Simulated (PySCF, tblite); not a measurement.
**C5H4F2: dynamics, then NMR shifts on frames**

How do NMR shifts of C5H4F2 (`FC1=CCC=C1F`) change as the atoms move?

Computed with tblite 0.8.0 and PySCF 2.14.0, with density-fitted response routines of our own, on a single molecule in the gas phase. Atoms are numbered from 0 throughout.

**1. The molecule as given**

11 atoms, charge 0, multiplicity 1; geometry from: GFN2-xTB.

Bonds of the start (Å): F0–C1 1.33, C1–C2 1.34, C2–C3 1.49, C3–C4 1.49, C4–C5 1.34, C5–F6 1.33, C5–C1 1.45, C2–H7 1.07, C3–H8 1.09, C3–H9 1.09, C4–H10 1.07.

**2. Thermal motion with GFN2-xTB**

The job: settings as JSON, then the geometry in Å.

```
{"job": {"kind": "md", "xc": "GFN2-xTB", "basis": "xTB", "temperature": 400, "steps": 2000, "every": 50, "frames": 5}, "charge": 0, "multiplicity": 1}
F      2.496378    -0.655607     0.259545
C      1.206785    -0.336972     0.130191
C      0.154270    -1.142404     0.321084
C     -1.092118    -0.363098     0.063177
C     -0.594264     0.996746    -0.297616
C      0.743908     0.985652    -0.252069
F      1.565010     2.005860    -0.509384
H      0.170958    -2.174694     0.609661
H     -1.679279    -0.802700    -0.745759
H     -1.737951    -0.334263     0.943042
H     -1.228275     1.824151    -0.547835
```

With the program's defaults for keys left out, this is: GFN2-xTB Langevin dynamics, gas phase.

Run with:

```
$ OMP_NUM_THREADS=1 python probes_run.py task.json out
```

The driver reads the jobs from task.json and runs them one after another.

Output:

```text
t/fs     T/K      E/eV
    0.0   350.9   -603.15771
   25.0   182.9   -602.73103
   50.0   196.0   -602.82523
   75.0   277.6   -602.92308
  100.0   311.8   -602.94250
  125.0   236.4   -602.81849
  150.0   378.3   -602.87111
  175.0   350.0   -602.77939
  200.0   358.0   -602.92143
  225.0   301.2   -602.62955
  250.0   369.8   -602.55572
  275.0   450.6   -602.71286
  300.0   517.0   -602.65353
  325.0   566.3   -602.82699
  350.0   496.4   -602.70732
  375.0   382.3   -602.74296
  400.0   357.0   -602.45778
  425.0   262.1   -602.68804
  450.0   283.0   -602.63883
  475.0   400.3   -602.82557
  500.0   298.2   -602.67245
  525.0   452.2   -602.91279
  550.0   358.4   -602.80555
  575.0   362.3   -602.75273
  600.0   363.6   -602.74729
  625.0   383.6   -602.73476
  650.0   417.5   -602.64070
  675.0   297.3   -602.59777
  700.0   317.5   -602.78634
  725.0   417.2   -602.69272
  750.0   517.8   -602.60687
  775.0   515.1   -602.68775
  800.0   440.7   -602.65589
  825.0   497.3   -602.71925
  850.0   454.1   -602.72182
  875.0   430.4   -602.56591
  900.0   456.6   -602.84787
  925.0   347.7   -602.69043
  950.0   372.1   -602.76919
  975.0   480.7   -602.84114
 1000.0   333.4   -602.63309
```

Run time: 21 s. Hardware: 1 thread of Intel Xeon at 2.50GHz, shared host; peak memory 0.18 GiB.

Distance from the start (root mean square after alignment): 0 fs 0.00 Å, 200 fs 0.08 Å, 400 fs 0.12 Å, 600 fs 0.10 Å, 800 fs 0.09 Å, 1000 fs 0.15 Å.

Positions (Å) and forces (eV/Å) at 1000 fs:

```xyz
11

F     1.917   -1.417    0.876   -1.290    0.036    0.087
C     0.769   -0.946    0.320    1.443    0.977   -0.770
C    -0.309   -1.552   -0.166   -1.373   -2.012    0.365
C    -1.121   -0.611   -1.004   -0.809   -0.048    0.025
C    -0.260    0.599   -1.025   -1.004    0.036    0.055
C     0.751    0.438   -0.196    1.779    0.271    1.229
F     1.677    1.362    0.248   -0.998   -0.908   -0.750
H    -0.684   -2.557    0.144    0.552    0.935   -0.607
H    -1.545   -0.927   -2.000    1.064   -0.162    0.826
H    -2.072   -0.300   -0.508    0.502   -0.283    0.174
H    -0.700    1.463   -1.414    0.135    1.157   -0.634
```

**3. NMR shieldings: 250 fs, PBE0/pcSseg-1**

The job: settings as JSON, then the geometry in Å.

```
{"job": {"kind": "nmr", "xc": "PBE0", "basis": "pcSseg-1", "pop": false}, "charge": 0, "multiplicity": 1}
F      1.901100    -1.723000    -0.004700
C      0.751100    -1.024900     0.088200
C     -0.496800    -1.491500    -0.036600
C     -1.474100    -0.363100     0.013400
C     -0.506900     0.779300     0.117500
C      0.805300     0.472300     0.036100
F      1.733800     1.356700     0.266600
H     -0.743200    -2.521600    -0.148100
H     -2.119700    -0.260000    -0.790100
H     -1.970500    -0.526700     0.940300
H     -0.923200     1.732100     0.017800
```

Method: GIAO PBE0/pcSseg-1 NMR shielding, non-relativistic, gas phase.

Output:

```text
coarse grid: 10088 points
cycle   1  E = -391.9547279173  dE =  1.322e+00  |g| = 6.352e-01  |ddm| = 3.145e+00
cycle   2  E = -391.8572216934  dE =  9.751e-02  |g| = 9.455e-01  |ddm| = 1.077e+00
cycle   3  E = -392.0260170652  dE = -1.688e-01  |g| = 1.168e-01  |ddm| = 7.184e-01
cycle   4  E = -392.0292018659  dE = -3.185e-03  |g| = 4.955e-02  |ddm| = 1.661e-01
cycle   5  E = -392.0296824711  dE = -4.806e-04  |g| = 1.443e-02  |ddm| = 4.790e-02
cycle   6  E = -392.0297213852  dE = -3.891e-05  |g| = 3.524e-03  |ddm| = 1.436e-02
cycle   7  E = -392.0297241816  dE = -2.796e-06  |g| = 3.426e-04  |ddm| = 3.001e-03
final grid: 100736 points
cycle   8  E = -392.0843483184  dE = -3.620e-05  |g| = 7.090e-03  |ddm| = 2.871e-02
cycle   9  E = -392.0843406735  dE =  7.645e-06  |g| = 9.891e-03  |ddm| = 1.333e-02
cycle  10  E = -392.0843597378  dE = -1.906e-05  |g| = 1.314e-03  |ddm| = 7.931e-03
cycle  11  E = -392.0843600269  dE = -2.890e-07  |g| = 2.200e-04  |ddm| = 1.310e-03
cycle  12  E = -392.0843600320  dE = -5.152e-09  |g| = 1.469e-04  |ddm| = 2.734e-04
cycle  13  E = -392.0843600372  dE = -5.195e-09  |g| = 2.449e-05  |ddm| = 1.327e-04
cycle  14  E = -392.0843600374  dE = -1.448e-10  |g| = 5.333e-06  |ddm| = 2.356e-05
converged SCF energy = -392.0843600374

GIAO shielding tensors (ppm)
atom      isotropic    diamagn.    paramagn.     s11        s22        s33       span
  0 F      300.156     471.941    -171.785    187.572    301.132    411.764    224.192
  1 C       18.551     251.204    -232.653    -63.371     57.874     61.150    124.521
  2 C       73.727     258.677    -184.951     -7.249     68.101    160.329    167.578
  3 C      160.988     251.305     -90.318    136.719    158.710    187.534     50.815
  4 C       56.319     257.964    -201.645    -34.147     45.811    157.294    191.440
  5 C       17.616     250.319    -232.703    -86.988     61.024     78.812    165.801
  6 F      317.552     470.728    -153.176    232.580    267.896    452.180    219.600
  7 H       25.986      30.601      -4.616     23.979     26.345     27.633      3.654
  8 H       30.144      30.662      -0.518     25.700     27.552     37.178     11.478
  9 H       29.597      29.586       0.011     24.392     26.900     37.498     13.106
 10 H       26.278      32.651      -6.373     24.312     26.434     28.090      3.778
```

Run time: 33 s. Hardware: 1 thread of Intel Xeon at 2.50GHz, shared host; peak memory 0.66 GiB.

The references, computed at this level on geometries of the same kind, shield at (ppm): ¹H TMS 31.72, ¹³C TMS 186.9, ¹⁹F CFCl3 170.9. Their shielding less the atom's gives the shift. The references are single molecules in the gas phase, so shifts against H2O, NH3, PH3, H3PO4 or CFCl3 are not on the usual liquid scales and can be off by tens of ppm. Each atom is listed at this fixed geometry, with no averaging over motion; a spectrum would average atoms that exchange fast.

```tsv
atoms	environment	σ (ppm)	δ (ppm)
C5	fully substituted alkene carbon bonded to F	17.6	169.3
C1	fully substituted alkene carbon bonded to F	18.6	168.4
C4	alkene CH	56.3	130.6
C2	alkene CH	73.7	113.2
C3	allylic sp3 CH2	161.0	25.9
H7	hydrogen on an alkene CH	25.99	5.73
H10	hydrogen on an alkene CH	26.28	5.44
H9	hydrogen on an allylic sp3 CH2	29.60	2.12
H8	hydrogen on an allylic sp3 CH2	30.14	1.57
F0	vinylic fluorine	300.2	-129.2
F6	vinylic fluorine	317.6	-146.6
```

Ring of atoms C1, C2, C3, C4, C5: NICS(0) -7.9, NICS(1) -5.4, NICS(1)zz -10.0 ppm (means of both faces).

**4. Shielding tensors: 425 fs, PBE0/pcSseg-1**

The job: settings as JSON, then the geometry in Å.

```
{"job": {"kind": "nmr", "xc": "PBE0", "basis": "pcSseg-1", "pop": false}, "charge": 0, "multiplicity": 1}
F      1.919100    -2.204200    -0.145100
C      0.914100    -1.394500     0.071600
C     -0.389500    -1.576900    -0.284400
C     -1.165200    -0.417100     0.080200
C     -0.135400     0.498100     0.715200
C      1.090700    -0.002200     0.585400
F      2.229700     0.462800     1.204900
H     -0.804000    -2.574400    -0.540900
H     -1.446200     0.190900    -0.822400
H     -2.049300    -0.537900     0.746200
H     -0.417700     1.546500     0.907800
```

With the program's defaults for keys left out, this is: GIAO PBE0/pcSseg-1 NMR shielding, non-relativistic, gas phase.

Output:

```text
coarse grid: 10088 points
cycle   1  E = -391.9699273352  dE =  1.182e+00  |g| = 6.209e-01  |ddm| = 3.093e+00
cycle   2  E = -391.8839934412  dE =  8.593e-02  |g| = 9.217e-01  |ddm| = 1.064e+00
cycle   3  E = -392.0373075011  dE = -1.533e-01  |g| = 1.105e-01  |ddm| = 6.949e-01
cycle   4  E = -392.0401588752  dE = -2.851e-03  |g| = 4.719e-02  |ddm| = 1.601e-01
cycle   5  E = -392.0406163355  dE = -4.575e-04  |g| = 1.409e-02  |ddm| = 4.690e-02
cycle   6  E = -392.0406530221  dE = -3.669e-05  |g| = 3.964e-03  |ddm| = 1.465e-02
cycle   7  E = -392.0406566860  dE = -3.664e-06  |g| = 4.584e-04  |ddm| = 3.404e-03
final grid: 100736 points
cycle   8  E = -392.0945173055  dE = -2.703e-05  |g| = 6.776e-03  |ddm| = 2.555e-02
cycle   9  E = -392.0945075519  dE =  9.754e-06  |g| = 1.025e-02  |ddm| = 1.392e-02
cycle  10  E = -392.0945276134  dE = -2.006e-05  |g| = 1.015e-03  |ddm| = 8.158e-03
cycle  11  E = -392.0945277983  dE = -1.849e-07  |g| = 1.796e-04  |ddm| = 1.042e-03
cycle  12  E = -392.0945278022  dE = -3.952e-09  |g| = 9.203e-05  |ddm| = 2.051e-04
cycle  13  E = -392.0945278041  dE = -1.881e-09  |g| = 3.011e-05  |ddm| = 9.542e-05
cycle  14  E = -392.0945278043  dE = -2.213e-10  |g| = 4.651e-06  |ddm| = 2.661e-05
converged SCF energy = -392.0945278043

GIAO shielding tensors (ppm)
atom      isotropic    diamagn.    paramagn.     s11        s22        s33       span
  0 F      298.101     470.273    -172.172    200.311    267.915    426.077    225.767
  1 C       13.701     253.228    -239.526    -78.586     49.509     70.181    148.767
  2 C       74.833     257.153    -182.321     -8.769     74.819    158.448    167.218
  3 C      152.636     250.850     -98.214    133.110    151.262    173.536     40.426
  4 C       61.054     258.533    -197.478    -21.861     47.313    157.711    179.572
  5 C       17.978     251.041    -233.063    -67.658     58.990     62.600    130.258
  6 F      302.488     471.209    -168.721    183.033    310.604    413.828    230.795
  7 H       25.323      28.456      -3.132     22.891     25.330     27.749      4.857
  8 H       27.941      28.840      -0.899     23.403     25.111     35.309     11.906
  9 H       27.953      28.100      -0.148     23.547     25.599     34.712     11.165
 10 H       25.343      30.566      -5.223     22.924     26.006     27.098      4.174
```

It took 25 s on 1 thread of Intel Xeon at 2.50GHz, shared host; peak memory 0.72 GiB.

Key values: δ C1 173.2, C5 168.9, C4 125.9, C2 112.1, H7 6.39, H10 6.37 ppm.

**5. Shielding tensors: 625 fs, PBE0/pcSseg-1**

The job: settings as JSON, then the geometry in Å.

```
{"job": {"kind": "nmr", "xc": "PBE0", "basis": "pcSseg-1", "pop": false}, "charge": 0, "multiplicity": 1}
F      2.682000    -1.955800     0.380800
C      1.516600    -1.312200     0.169600
C      0.550900    -1.675500    -0.615300
C     -0.590700    -0.698200    -0.326700
C     -0.102600     0.139700     0.784300
C      1.055500    -0.303900     1.127400
F      1.923800     0.249200     2.034900
H      0.528900    -2.330200    -1.463400
H     -0.699600    -0.074700    -1.196800
H     -1.473100    -1.259700    -0.172900
H     -0.804900     0.763200     1.306100
```

Method: GIAO PBE0/pcSseg-1 NMR shielding, non-relativistic, gas phase.

Output:

```text
coarse grid: 10088 points
cycle   1  E = -391.9720955490  dE =  1.348e+00  |g| = 6.181e-01  |ddm| = 3.123e+00
cycle   2  E = -391.9126371699  dE =  5.946e-02  |g| = 8.619e-01  |ddm| = 1.123e+00
cycle   3  E = -392.0379722573  dE = -1.253e-01  |g| = 1.002e-01  |ddm| = 6.855e-01
cycle   4  E = -392.0402515613  dE = -2.279e-03  |g| = 3.422e-02  |ddm| = 1.309e-01
cycle   5  E = -392.0405167721  dE = -2.652e-04  |g| = 9.050e-03  |ddm| = 3.621e-02
cycle   6  E = -392.0405278104  dE = -1.104e-05  |g| = 4.529e-03  |ddm| = 1.148e-02
cycle   7  E = -392.0405325036  dE = -4.693e-06  |g| = 1.952e-04  |ddm| = 3.994e-03
final grid: 100736 points
cycle   8  E = -392.0962247241  dE = -3.641e-05  |g| = 7.603e-03  |ddm| = 2.755e-02
cycle   9  E = -392.0962125439  dE =  1.218e-05  |g| = 1.156e-02  |ddm| = 1.605e-02
cycle  10  E = -392.0962372716  dE = -2.473e-05  |g| = 1.077e-03  |ddm| = 9.582e-03
cycle  11  E = -392.0962374830  dE = -2.114e-07  |g| = 2.074e-04  |ddm| = 1.168e-03
cycle  12  E = -392.0962374894  dE = -6.450e-09  |g| = 6.462e-05  |ddm| = 1.831e-04
cycle  13  E = -392.0962374902  dE = -7.283e-10  |g| = 3.296e-05  |ddm| = 7.130e-05
cycle  14  E = -392.0962374904  dE = -2.614e-10  |g| = 5.300e-06  |ddm| = 2.945e-05
converged SCF energy = -392.0962374904

GIAO shielding tensors (ppm)
atom      isotropic    diamagn.    paramagn.     s11        s22        s33       span
  0 F      302.105     469.371    -167.267    181.146    312.064    413.104    231.957
  1 C       27.147     252.975    -225.828    -55.984     64.932     72.494    128.477
  2 C       75.306     260.285    -184.979     -4.058     65.652    164.323    168.381
  3 C      154.647     248.791     -94.144    141.760    159.929    162.252     20.492
  4 C       81.467     256.405    -174.937      2.764     72.719    168.919    166.155
  5 C       25.407     251.392    -225.985    -56.120     59.501     72.839    128.958
  6 F      297.224     471.693    -174.469    173.122    322.074    396.477    223.356
  7 H       25.927      30.240      -4.313     23.962     26.346     27.473      3.511
  8 H       29.346      30.482      -1.135     24.754     26.751     36.533     11.779
  9 H       29.599      29.925      -0.326     24.987     27.387     36.423     11.436
 10 H       26.159      30.906      -4.747     23.650     26.506     28.323      4.673
```

Wall time 32 s (1 thread of Intel Xeon at 2.50GHz, shared host); peak memory 0.72 GiB.

Key values: δ C5 161.5, C1 159.8, C2 111.6, C4 105.5, H7 5.79, H10 5.56 ppm.

**6. Shielding tensors: 800 fs, PBE0/pcSseg-1**

The job: settings as JSON, then the geometry in Å.

```
{"job": {"kind": "nmr", "xc": "PBE0", "basis": "pcSseg-1", "pop": false}, "charge": 0, "multiplicity": 1}
F      2.340400    -1.537900     0.728200
C      1.211200    -1.031700     0.246100
C      0.438800    -1.664300    -0.684200
C     -0.718600    -0.701400    -1.000900
C     -0.521100     0.441600    -0.008200
C      0.683100     0.263800     0.651800
F      1.271100     1.129200     1.468300
H      0.527600    -2.486700    -1.349400
H     -0.629400    -0.376800    -2.008300
H     -1.672000    -1.179600    -0.721900
H     -1.156100     1.424400     0.059000
```

With the program's defaults for keys left out, this is: GIAO PBE0/pcSseg-1 NMR shielding, non-relativistic, gas phase.

Output:

```text
coarse grid: 10088 points
cycle   1  E = -391.9738788707  dE =  1.091e+00  |g| = 6.076e-01  |ddm| = 3.074e+00
cycle   2  E = -391.8935588317  dE =  8.032e-02  |g| = 8.982e-01  |ddm| = 1.008e+00
cycle   3  E = -392.0375345133  dE = -1.440e-01  |g| = 1.041e-01  |ddm| = 6.489e-01
cycle   4  E = -392.0399951618  dE = -2.461e-03  |g| = 4.810e-02  |ddm| = 1.478e-01
cycle   5  E = -392.0404779395  dE = -4.828e-04  |g| = 1.380e-02  |ddm| = 4.724e-02
cycle   6  E = -392.0405143260  dE = -3.639e-05  |g| = 3.651e-03  |ddm| = 1.372e-02
cycle   7  E = -392.0405174227  dE = -3.097e-06  |g| = 6.970e-04  |ddm| = 3.191e-03
final grid: 100736 points
cycle   8  E = -392.0947164759  dE = -2.864e-05  |g| = 6.583e-03  |ddm| = 2.639e-02
cycle   9  E = -392.0947081727  dE =  8.303e-06  |g| = 9.604e-03  |ddm| = 1.250e-02
cycle  10  E = -392.0947263886  dE = -1.822e-05  |g| = 1.174e-03  |ddm| = 7.455e-03
cycle  11  E = -392.0947266397  dE = -2.511e-07  |g| = 2.608e-04  |ddm| = 1.169e-03
cycle  12  E = -392.0947266516  dE = -1.189e-08  |g| = 1.579e-04  |ddm| = 3.311e-04
cycle  13  E = -392.0947266574  dE = -5.792e-09  |g| = 1.779e-05  |ddm| = 1.238e-04
cycle  14  E = -392.0947266575  dE = -6.082e-11  |g| = 6.044e-06  |ddm| = 1.850e-05
converged SCF energy = -392.0947266575

GIAO shielding tensors (ppm)
atom      isotropic    diamagn.    paramagn.     s11        s22        s33       span
  0 F      300.846     470.101    -169.255    184.526    286.959    431.054    246.529
  1 C       21.558     249.544    -227.986    -64.670     59.061     70.284    134.955
  2 C       67.713     260.056    -192.342     -8.033     50.291    160.883    168.916
  3 C      149.692     250.638    -100.946    134.486    149.367    165.223     30.737
  4 C       51.909     258.077    -206.169    -35.434     48.627    142.533    177.967
  5 C       14.593     250.591    -235.998    -84.271     57.039     71.012    155.283
  6 F      303.311     471.920    -168.609    201.850    283.832    424.249    222.399
  7 H       25.513      30.799      -5.285     23.536     25.904     27.101      3.565
  8 H       29.365      30.120      -0.755     24.772     26.953     36.368     11.596
  9 H       28.444      28.723      -0.279     23.638     26.160     35.532     11.894
 10 H       23.821      28.771      -4.950     21.849     23.853     25.761      3.911
```

Wall time 31 s (1 thread of Intel Xeon at 2.50GHz, shared host); peak memory 0.72 GiB.

This run: δ C5 172.3, C1 165.4, C4 135.0, C2 119.2, H10 7.90, H7 6.20 ppm.

**7. Shielding tensors: 1000 fs, PBE0/pcSseg-1**

The job: settings as JSON, then the geometry in Å.

```
{"job": {"kind": "nmr", "xc": "PBE0", "basis": "pcSseg-1", "pop": false}, "charge": 0, "multiplicity": 1}
F      1.916800    -1.416700     0.876100
C      0.769000    -0.945900     0.319600
C     -0.309400    -1.552300    -0.165700
C     -1.120900    -0.611300    -1.003900
C     -0.260300     0.598500    -1.025400
C      0.751500     0.438400    -0.196200
F      1.676600     1.362300     0.248200
H     -0.684200    -2.556800     0.144300
H     -1.545300    -0.927200    -2.000100
H     -2.071600    -0.300500    -0.508200
H     -0.700000     1.463200    -1.413800
```

Method: GIAO PBE0/pcSseg-1 NMR shielding, non-relativistic, gas phase.

Output:

```text
coarse grid: 10088 points
cycle   1  E = -391.9671259161  dE =  1.177e+00  |g| = 6.203e-01  |ddm| = 3.102e+00
cycle   2  E = -391.8881164793  dE =  7.901e-02  |g| = 9.159e-01  |ddm| = 1.090e+00
cycle   3  E = -392.0345341715  dE = -1.464e-01  |g| = 1.016e-01  |ddm| = 6.822e-01
cycle   4  E = -392.0369165346  dE = -2.382e-03  |g| = 4.261e-02  |ddm| = 1.492e-01
cycle   5  E = -392.0373248962  dE = -4.084e-04  |g| = 1.279e-02  |ddm| = 4.513e-02
cycle   6  E = -392.0373528911  dE = -2.799e-05  |g| = 4.492e-03  |ddm| = 1.383e-02
cycle   7  E = -392.0373575870  dE = -4.696e-06  |g| = 2.535e-04  |ddm| = 3.867e-03
final grid: 100736 points
cycle   8  E = -392.0920765661  dE = -2.754e-05  |g| = 7.525e-03  |ddm| = 2.833e-02
cycle   9  E = -392.0920629209  dE =  1.365e-05  |g| = 1.180e-02  |ddm| = 1.540e-02
cycle  10  E = -392.0920890543  dE = -2.613e-05  |g| = 1.038e-03  |ddm| = 9.133e-03
cycle  11  E = -392.0920892580  dE = -2.037e-07  |g| = 2.024e-04  |ddm| = 1.101e-03
cycle  12  E = -392.0920892643  dE = -6.248e-09  |g| = 7.028e-05  |ddm| = 2.059e-04
cycle  13  E = -392.0920892652  dE = -9.186e-10  |g| = 3.698e-05  |ddm| = 8.301e-05
cycle  14  E = -392.0920892655  dE = -3.287e-10  |g| = 4.305e-06  |ddm| = 3.061e-05
converged SCF energy = -392.0920892655

GIAO shielding tensors (ppm)
atom      isotropic    diamagn.    paramagn.     s11        s22        s33       span
  0 F      299.426     471.021    -171.595    181.931    297.565    418.782    236.852
  1 C       18.011     251.546    -233.535    -66.203     56.417     63.820    130.024
  2 C       72.595     256.377    -183.782     -6.696     64.720    159.759    166.454
  3 C      151.873     251.932    -100.059    122.060    165.914    167.644     45.584
  4 C       79.338     257.659    -178.321      2.955     67.974    167.084    164.128
  5 C       20.933     249.803    -228.870    -60.263     57.511     65.551    125.814
  6 F      298.192     472.783    -174.591    171.291    320.118    403.167    231.876
  7 H       25.411      28.061      -2.650     22.833     25.297     28.102      5.269
  8 H       27.496      27.430       0.066     23.751     24.833     33.903     10.152
  9 H       28.175      29.566      -1.391     24.300     25.237     34.987     10.688
 10 H       26.861      32.131      -5.270     24.251     27.753     28.579      4.328
```

Run time: 29 s. Hardware: 1 thread of Intel Xeon at 2.50GHz, shared host; peak memory 0.72 GiB.

Key values: δ C1 168.9, C5 166.0, C2 114.3, C4 107.6, H7 6.31, H10 4.86 ppm.

**8. Side by side: NMR shifts**

Shifts (ppm) of some atoms, chosen among heavy atoms and hydrogens apart, with basis size and wall time:

```tsv
frame	C5	C1	C4	C3	H10	H8	F6	functions	time
250 fs	169.3	168.4	130.6	25.9	5.44	1.57	-146.6	139	33 s
425 fs	168.9	173.2	125.9	34.3	6.37	3.78	-131.5	139	25 s
625 fs	161.5	159.8	105.5	32.3	5.56	2.37	-126.3	139	32 s
800 fs	172.3	165.4	135.0	37.2	7.90	2.35	-132.4	139	31 s
1000 fs	166.0	168.9	107.6	35.1	4.86	4.22	-127.2	139	29 s
```

**9. Results**

```
                                        quantity                                 value
                                      thermostat                                 400 K
                   mean temperature, second half                                 405 K
         mean potential energy above the minimum                               0.44 eV
  ¹³C shifts against TMS (PBE0/pcSseg-1, 250 fs)  169.3, 168.4, 130.6, 113.2, 25.9 ppm
   ¹H shifts against TMS (PBE0/pcSseg-1, 250 fs)            5.73, 5.44, 2.12, 1.57 ppm
¹⁹F shifts against CFCl3 (PBE0/pcSseg-1, 250 fs)                    -129.2, -146.6 ppm
                        range of the shift of C4                    105.5 to 135.0 ppm
```

**Reading.** In the second half the potential energy averages 0.44 eV above the minimum; equipartition over 27 harmonic modes at 400 K would give 0.47 eV. With 11 atoms the temperature swings widely (183 to 566 K). Shifts at one fixed geometry are not the observed spectrum, which averages over the motion. In ppm, C4 moves most: its shift spreads over 29.6 ppm, from 105.5 (625 fs) to 135.0 (800 fs).
